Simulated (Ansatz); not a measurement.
**Ir: strong compression**

The task here is to estimate one member of a computed series from the others.

Program: Ansatz 0.2.0. Level of theory: DFT, PBEsol, PAW with Ansatz's default frozen-core files, scalar-relativistic. These are calculated values, not measurements.

## The structure to begin with

The structure is hexagonal, space group P6_3/mmc (No. 194). The conventional cell has a = 2.716 Å, b = 2.716 Å, c = 4.400 Å, α = 90.00°, β = 90.00°, γ = 120.00°. Ir (site symmetry -6m2) has 12 Ir at 2.70 to 2.72 Å in its first shell of neighbours.

Structure file:

```cif
data_structure
_symmetry_space_group_name_H-M 'P6_3/mmc'
_symmetry_Int_Tables_number 194
_cell_length_a 2.7162
_cell_length_b 2.7162
_cell_length_c 4.4002
_cell_angle_alpha 90.000
_cell_angle_beta 90.000
_cell_angle_gamma 120.000
_cell_volume 28.11
loop_
_atom_site_label
_atom_site_type_symbol
_atom_site_symmetry_multiplicity
_atom_site_Wyckoff_symbol
_atom_site_fract_x
_atom_site_fract_y
_atom_site_fract_z
_atom_site_occupancy
Ir1 Ir 2 c 0.33333 0.66667 0.25000 1
```

The file gives the conventional cell by its symmetry; the runs use the cell typed in the input.

Whether this phase is the stable one at these pressures isn't tested.

Atoms are numbered in the order of the input: Ir1, Ir2.

The first run:

input.yaml

```yaml
crystal:
  lattice:
    - [2.7161828208, 0.0, 0.0]
    - [-1.3580914104, 2.3522833242, 0.0]
    - [0.0, 0.0, 4.4002161698]
  atoms:
    - { symbol: Ir, position: [0.3333333333, 0.6666666667, 0.25] }
    - { symbol: Ir, position: [0.6666666667, 0.3333333333, 0.75] }
kpoints:
  mp_grid: { grid: [16, 16, 9] }
scf:
  occupations: { method: fermi_dirac, width: 0.08 }
hamiltonian:
  xc: pbesol
  pseudopotentials: { kind: paw }
output:
  forces: true
  stress: true
relax:
  f_tol: 0.005
  max_steps: 40
  cell: {}
```

Run with:

```bash
ansatz run input.yaml --threads 1 --pin off --max-ram 2048MiB --backend cpu --events-out ev --progress --plain --runs-dir out
```

Among the steps run: Cell relaxed at zero pressure, PAW; Volume scaled by 1, PAW; Shape and atoms relaxed at 0.92 of the volume, PAW; Volume scaled by 0.92, PAW; Shape and atoms relaxed at 0.84 of the volume, PAW; Volume scaled by 0.84, PAW; Shape and atoms relaxed at 0.76 of the volume, PAW; Volume scaled by 0.76, PAW; Shape and atoms relaxed at 0.68 of the volume, PAW; Volume scaled by 0.68, PAW; Shape and atoms relaxed at 0.6 of the volume, PAW; Volume scaled by 0.6, PAW; Shape and atoms relaxed at 0.52 of the volume, PAW; Volume scaled by 0.52, PAW; Shape and atoms relaxed at 0.45 of the volume, PAW; Volume scaled by 0.45, PAW; Volume scaled by 0.45, PAW (cutoff 300 eV).

One table of the session follows, with a row left open; its other results are not shown here.

| method | volume over the first | volume (Å³/atom) | pressure (GPa) |
| --- | --- | --- | --- |
| PAW | 1 | ? | ? |
| PAW | 0.92 | 12.993 | 39.16 |
| PAW | 0.84 | 11.863 | 102.47 |
| PAW | 0.76 | 10.733 | 205.33 |
| PAW | 0.68 | 9.603 | 375.25 |
| PAW | 0.6 | 8.474 | 663.67 |
| PAW | 0.52 | 7.344 | 1172.37 |
| PAW | 0.45 | 6.355 | 1967.33 |
| PAW (cutoff 300 eV) | 0.45 | 6.355 | 1966.33 |

Q: Estimate the row for PAW, 1 from the others.

**Answer.** volume (Å³/atom): 14.123; pressure (GPa): -0.04. In the column «volume (Å³/atom)» it is the highest.

Limits of these values: Warnings in the runs' records: cutoff below recommended.
